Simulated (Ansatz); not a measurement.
**C₂H₄AlFSi: up Jacob's ladder to CCSD(T)**

Aim: compute C₂H₄AlFSi with functionals from several rungs and with coupled cluster, and see how far each lands from CCSD(T) at the basis-set limit for the atomisation energy.

Program: Ansatz 0.2.0, Gaussian basis. Level of theory: functionals in def2-TZVPP, the program's frozen cores in correlated methods. These are calculated values, not measurements.

Plan: LDA (SPW92), PBE-D4, revPBE-D4, BLYP-D4, r2SCAN-D4, B97M-V, PBE0-D4, B3LYP-D4, r2SCANh-D4, r2SCAN0-D4, HSE06-D4, BHLYP-D4, CAM-B3LYP-D4, LC-ωPBE, ωB97X-V, ωB97M-V, B2PLYP, PBE-QIDH; CCSD(T)/def2-SVP; CCSD(T)/def2-TZVPP; MP2/def2-QZVPP; extrapolation to the limit; RPA on PBE.

**1. Structure used throughout**

All runs share one geometry, relaxed beforehand with PBE0-D4 in a triple-zeta def2 set.

SMILES `[F][Al]1[CH]=[C]1[SiH3]`, 9 atoms, charge 0, spin multiplicity 1.

Atoms are counted from 1 here; the program's logs count them from 0.

Bond lengths: F1–Al2 1.637 Å, Al2–C3 1.831 Å, Al2–C4 1.851 Å, C3–C4 1.386 Å, C3–H6 1.090 Å, C4–Si5 1.854 Å, Si5–H7 1.488 Å, Si5–H8 1.488 Å, Si5–H9 1.491 Å. Angles: F1–Al2–C3 158.1°, F1–Al2–C4 157.7°, C3–Al2–C4 44.2°, Al2–C3–C4 68.7°, Al2–C3–H6 165.7°, C4–C3–H6 125.7°, Al2–C4–C3 67.1°, Al2–C4–Si5 163.2°, C3–C4–Si5 129.7°, C4–Si5–H7 109.8°, C4–Si5–H8 109.8°, C4–Si5–H9 111.0°, H7–Si5–H8 108.1°, H7–Si5–H9 109.0°, H8–Si5–H9 109.0°.

**2. LDA**

This LDA is Slater exchange with PW92 correlation.

in.yaml

```yaml
crystal:
  periodic: [false, false, false]
  atoms:
    - {symbol: F, position_ang: [2.604118, -2.616414, -0.653358]}
    - {symbol: Al, position_ang: [1.746034, -1.261350, -0.325559]}
    - {symbol: C, position_ang: [1.436089, 0.496039, 0.083601]}
    - {symbol: C, position_ang: [0.249840, -0.206695, -0.052862]}
    - {symbol: Si, position_ang: [-1.500487, 0.381677, 0.117855]}
    - {symbol: H, position_ang: [1.522849, 1.555798, 0.324710]}
    - {symbol: H, position_ang: [-2.189752, -0.388278, 1.187921]}
    - {symbol: H, position_ang: [-2.233628, 0.160530, -1.157536]}
    - {symbol: H, position_ang: [-1.546662, 1.832494, 0.458128]}
basis:
  gaussian: {orbitals: def2-TZVPP}
hamiltonian: {xc: lda}
output: {orbitals: {seedname: orbitals}}
```

Started as:

```sh
> ansatz run in.yaml --threads 2 --pin off --events-out ev --progress --plain --max-ram 4352MiB
```

After this run come: PBE-D4 (GGA); revPBE-D4 (GGA); BLYP-D4 (GGA); r2SCAN-D4 (meta-GGA); B97M-V (meta-GGA); PBE0-D4 (hybrid); B3LYP-D4 (hybrid); r2SCANh-D4 (hybrid); r2SCAN0-D4 (hybrid); HSE06-D4 (hybrid); BHLYP-D4 (hybrid); CAM-B3LYP-D4 (range-separated); LC-ωPBE (range-separated); ωB97X-V (range-separated); ωB97M-V (range-separated); B2PLYP (double hybrid); PBE-QIDH (double hybrid); CCSD(T) in def2-SVP; CCSD(T) in def2-TZVPP; MP2 in def2-QZVPP; RPA on PBE orbitals.

Before running them: what should the planned runs give, taken together? Wanted: atomisation energy, CCSD(T)/CBS; farthest beyond LDA; mean size of error, GGA; mean size of error, meta-GGA; mean size of error, hybrid; mean size of error, range-separated; mean size of error, double hybrid; gap, smallest and largest; T1 diagnostic.

The runs gave:

```
                               quantity                                                                              value
        atomisation energy, CCSD(T)/CBS                                                                      3305.5 kJ/mol
 functionals within 16.5 kJ/mol (0.5 %)  r2SCAN-D4, PBE0-D4, r2SCANh-D4, HSE06-D4, CAM-B3LYP-D4, LC-ωPBE, ωB97X-V, ωB97M-V
                    farthest beyond LDA                                                           BHLYP-D4 (-113.6 kJ/mol)
                mean size of error, GGA                                                                        36.8 kJ/mol
           mean size of error, meta-GGA                                                                        14.4 kJ/mol
             mean size of error, hybrid                                                                        38.5 kJ/mol
    mean size of error, range-separated                                                                         6.5 kJ/mol
      mean size of error, double hybrid                                                                        33.6 kJ/mol
              gap, smallest and largest                                           3.05 eV (LDA (SPW92)), 9.98 eV (LC-ωPBE)
                          T1 diagnostic                                                                             0.0140
triples share of the correlation energy                                                                              4.0 %
```

What this shows: LDA overbinds by 437.1 kJ/mol (13 %). PBE-D4 misses by +41.2 kJ/mol. Double hybrids carry the basis error of their MP2 part in triple zeta, and no dispersion term here, so their miss is partly the set-up's. The rungs range-separated, meta-GGA miss on average by less than the doubt on the reference (16.5 kJ/mol), so they tie. The reference freezes the cores and leaves out relativity and excitations past (T), so misses under about 16.5 kJ/mol can't be ranked. Hartree-Fock recovers 73 % of the binding; the rest is correlation. CCSD(T) in def2-SVP is off by -192.7 kJ/mol, so the small basis spoils what the method gains. The gap grows from 3.1 to 10.0 eV across the functionals, mostly with the share of exact exchange.
